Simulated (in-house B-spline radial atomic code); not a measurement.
# Pm in a hard spherical wall

Wanted: the cost of confining Pm, radius by radius. More than one configuration is followed.

Method: Dirac-Coulomb LDA (Slater, VWN5), spherical fractional occupations, Fermi nucleus, basis-set limit. Code: in-house B-spline radial atomic code version 1.

## (1) Starting point

* element: promethium (Z = 61)
* charge: 0
* electrons: 61
* configuration: [Xe] 4f5 6s2
* Hamiltonian: Dirac-Coulomb
* nucleus: Fermi, rms radius 4.962 fm

Outer shells as boxes (Hund's rule):

[Xe] 4f5 6s2
```
[Xe] core
4f [↑ ][↑ ][↑ ][↑ ][↑ ][  ][  ]
6s [↑↓]
```

The boxes only draw the filling; these runs are spin-restricted and spherical.

Settings of the run:

```ini
Z = 61
electrons = 61.0
configuration = [Xe] 4f5 6s2
hamiltonian = dirac
method = lda,vwn
spin_polarised = False
nucleus = fermi
rms_radius = 4.961999461404065
mass_number = 145
atomic_mass = 144.912755748
speed_of_light = 137.035999084
```

This reference run was done before. Its total energy is -10019.499163 hartree, and its levels are (the highest eight at most):

| orbital | occupation | energy (eV) | <r> (bohr) |
| --- | --- | --- | --- |
| 4d3/2 | 4 | -125.08 | 0.6827 |
| 4d5/2 | 6 | -120.69 | 0.6931 |
| 5s1/2 | 2 | -41.928 | 1.440 |
| 5p1/2 | 2 | -25.082 | 1.630 |
| 5p3/2 | 4 | -21.765 | 1.727 |
| 6s1/2 | 2 | -3.676 | 4.318 |
| 4f5/2 | 2.14286 | -2.616 | 1.055 |
| 4f7/2 | 2.85714 | -2.144 | 1.078 |

## (2) Wall at 3.92 bohr, configuration [Xe] 4f5 6s2

Settings of the run:

```ini
Z = 61
electrons = 61.0
configuration = [Xe] 4f5 6s2
hamiltonian = dirac
method = lda,vwn
spin_polarised = False
nucleus = fermi
rms_radius = 4.961999461404065
mass_number = 145
atomic_mass = 144.912755748
speed_of_light = 137.035999084
wall_radius = 3.92
```

## (3) Wall at 2.16 bohr, configuration [Xe] 4f5 6s2

Changes to the settings of step 2:

```diff
@@ -11,2 +11,2 @@
 speed_of_light = 137.035999084
-wall_radius = 3.92
+wall_radius = 2.16
```

## (4) Wall at 3.92 bohr, configuration [Xe] 4f6 6s1

Settings of the run:

```ini
Z = 61
electrons = 61.0
configuration = [Xe] 4f6 6s1
hamiltonian = dirac
method = lda,vwn
spin_polarised = False
nucleus = fermi
rms_radius = 4.961999461404065
mass_number = 145
atomic_mass = 144.912755748
speed_of_light = 137.035999084
wall_radius = 3.92
```

## (5) Wall at 2.16 bohr, configuration [Xe] 4f6 6s1

Changes to the settings of step 4:

```diff
@@ -11,2 +11,2 @@
 speed_of_light = 137.035999084
-wall_radius = 3.92
+wall_radius = 2.16
```

## (6) Wall at 3.92 bohr, configuration [Xe] 4f5 5f1 6s1

Settings of the run:

```ini
Z = 61
electrons = 61.0
configuration = [Xe] 4f5 5f1 6s1
hamiltonian = dirac
method = lda,vwn
spin_polarised = False
nucleus = fermi
rms_radius = 4.961999461404065
mass_number = 145
atomic_mass = 144.912755748
speed_of_light = 137.035999084
wall_radius = 3.92
```

## (7) Wall at 2.16 bohr, configuration [Xe] 4f5 5f1 6s1

Changes to the settings of step 6:

```diff
@@ -11,2 +11,2 @@
 speed_of_light = 137.035999084
-wall_radius = 3.92
+wall_radius = 2.16
```

Before running: What do the energy and the highest level do as the wall closes in, and which configuration is lower at each radius?

The runs gave:

| configuration | radius (bohr) | energy above the free system (eV) | highest level (eV) |
| --- | --- | --- | --- |
| [Xe] 4f5 6s2 | 3.92 | 31.891 | 14.998 (6s1/2) |
| [Xe] 4f5 6s2 | 2.16 | 495.24 | 167.13 (6s1/2) |
| [Xe] 4f6 6s1 | 3.92 | 25.858 | 16.507 (6s1/2) |
| [Xe] 4f6 6s1 | 2.16 | 384.61 | 169.17 (6s1/2) |
| [Xe] 4f5 5f1 6s1 | 3.92 | 48.819 | 32.109 (5f7/2) |
| [Xe] 4f5 5f1 6s1 | 2.16 | 464.24 | 167.59 (6s1/2) |

For [Xe] 4f5 6s2 the energy above the free reference is 31.891 eV at 3.92 bohr and 495.24 eV at 2.16 bohr. Of [Xe] 4f5 6s2 and [Xe] 4f6 6s1, the second stays lower at every radius that both share. At 2.16 bohr the lowest of all 3 is [Xe] 4f6 6s1. A hard wall is a crude model of an atom's surroundings.
